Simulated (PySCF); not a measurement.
# B2H6NP: the cost of one run

The runs use PySCF 2.14.0, with density-fitted response routines of our own; the level of theory stands in each step. All values are computed, except where a source is named. Atoms are numbered from 0 throughout.

**1. The starting structure**

10 atoms, charge 0, multiplicity 1; geometry from: PBE0-D3(BJ)/def2-SVP.

Bonds of the start (Å): B0–N1 1.42, N1–B2 1.42, B2–P3 1.91, B0–H4 1.21, B0–H5 1.21, N1–H6 1.02, B2–H7 1.21, P3–H8 1.43, P3–H9 1.42.

**2. Shielding tensors: PBE0/pcSseg-2**

The job: settings as JSON, then the geometry in Å.

```
{"job": {"kind": "nmr", "xc": "PBE0", "basis": "pcSseg-2", "pop": false}, "charge": 0, "multiplicity": 1}
B      1.864956     0.217531    -0.269768
N      0.626712     0.156054     0.419031
B     -0.548611    -0.506735    -0.037538
P     -2.131316    -0.658044     1.019429
H      2.782488     0.833686     0.220646
H      1.970170    -0.343978    -1.332426
H      0.576139     0.647025     1.307677
H     -0.502958    -1.097249    -1.089947
H     -2.162778     0.635941     1.618691
H     -3.082309    -0.397986    -0.005404
```

Level: GIAO PBE0/pcSseg-2 NMR shielding, non-relativistic, gas phase.

Started as:

```bash
$ OMP_NUM_THREADS=1 python probes_run.py task.json out
```

This one command runs all jobs of the session in turn.

**Question.** How long does this first job take on 1 thread of Arm Neoverse V2, shared host, and how much memory does it need?

About 15 s, with a peak of 0.89 GiB.
